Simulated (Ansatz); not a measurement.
Predict the output of the script below (Ansatz 0.2.0, Python API).

The script, `c2h8osi_deck.py`:
```python
"""Run C2H8OSi from an input written out key by key."""

import ansatz as az
import numpy as np

DECK = """
crystal:
  periodic: [false, false, false]
  atoms:
    - { symbol: C, position_ang: [-0.9502, 0.6774, -1.233] }
    - { symbol: Si, position_ang: [-0.4107, -0.2169, 0.346] }
    - { symbol: C, position_ang: [1.3809, 0.2167, 0.8149] }
    - { symbol: O, position_ang: [-0.5567, -1.8003, -0.0282] }
    - { symbol: H, position_ang: [-1.9606, 0.396, -1.5105] }
    - { symbol: H, position_ang: [-0.9299, 1.7544, -1.1007] }
    - { symbol: H, position_ang: [-0.3009, 0.4328, -2.0683] }
    - { symbol: H, position_ang: [-1.2917, 0.0998, 1.4805] }
    - { symbol: H, position_ang: [1.491, 1.2756, 1.0243] }
    - { symbol: H, position_ang: [1.7039, -0.3228, 1.7016] }
    - { symbol: H, position_ang: [2.072, -0.0305, 0.0132] }
    - { symbol: H, position_ang: [-0.2472, -2.4823, 0.5603] }
basis:
  gaussian: { orbitals: def2-SVP }
hamiltonian:
  xc: { name: wB97X }
output:
  forces: true
"""


def main() -> None:
    session = az.Session.from_yaml(DECK)
    report = session.plan(threads=1).execute().report

    print(f"E = {report['free_energy_ev']:.6f} eV = {report['free_energy_ev'] / 27.211386246:.7f} Ha")
    print("converged:", report["converged"], " doubts:", report["published_state_doubts"] or "none")
    symbols = ["C", "Si", "C", "O", "H", "H", "H", "H", "H", "H", "H", "H"]
    field = report["mean_field"]
    print("<S^2> =", round(abs(field["state"]["spin_squared"]), 4), " all-electron relativity setting:", field["relativity"])
    print("passes:", field["passes"])
    if "symmetry" in field:
        print("occupied orbitals by irrep:", field["symmetry"]["occupied"])

    forces = np.array(report["forces_ev_ang"])
    print("largest force", round(float(np.linalg.norm(forces, axis=1).max()), 4), "eV/A, rms", round(float(np.sqrt((forces ** 2).mean())), 4))
    charges = report["charge_distribution"]
    dipole = np.array(charges["dipole_moment_e_ang"]) * 4.803205
    print("dipole (D): {:.3f} {:.3f} {:.3f}, length {:.3f}".format(*dipole, np.linalg.norm(dipole)))
    print("atom  Mulliken   Lowdin")
    for symbol, m, l in zip(symbols, charges["mulliken_charges_e"], charges["lowdin_charges_e"]):
        print(f"{symbol:4s} {m:9.3f} {l:8.3f}")


if __name__ == "__main__":
    main()
```

```console
$ python c2h8osi_deck.py
E = -12123.993143 eV = -445.5485301 Ha
converged: True  doubts: none
<S^2> = 0.0  all-electron relativity setting: none
passes: {'evaluations': 14, 'products': 12}
occupied orbitals by irrep: [{'A': 21}, {'A': 21}]
largest force 1.5051 eV/A, rms 0.4695
dipole (D): 0.914 -0.186 0.799, length 1.228
atom  Mulliken   Lowdin
C       -0.303   -0.118
Si       0.652    0.257
C       -0.323   -0.136
O       -0.394    0.066
H        0.061    0.012
H        0.048    0.009
H        0.056    0.012
H       -0.138   -0.107
H        0.054    0.011
H        0.047    0.006
H        0.056    0.010
H        0.184   -0.023
```

Total energies depend on the basis set; only differences at equal settings carry meaning. The geometry is a force-field or estimated start, not a minimum of this method, and the basis set is short of its limit. The Löwdin charges here are taken after orthogonalising the functions within each atom; they differ from plain Löwdin charges, and their signs can be unphysical. It ran for 8.7 s on 1 thread of Arm Neoverse V2, on a shared host, peak memory 0.3 GiB.
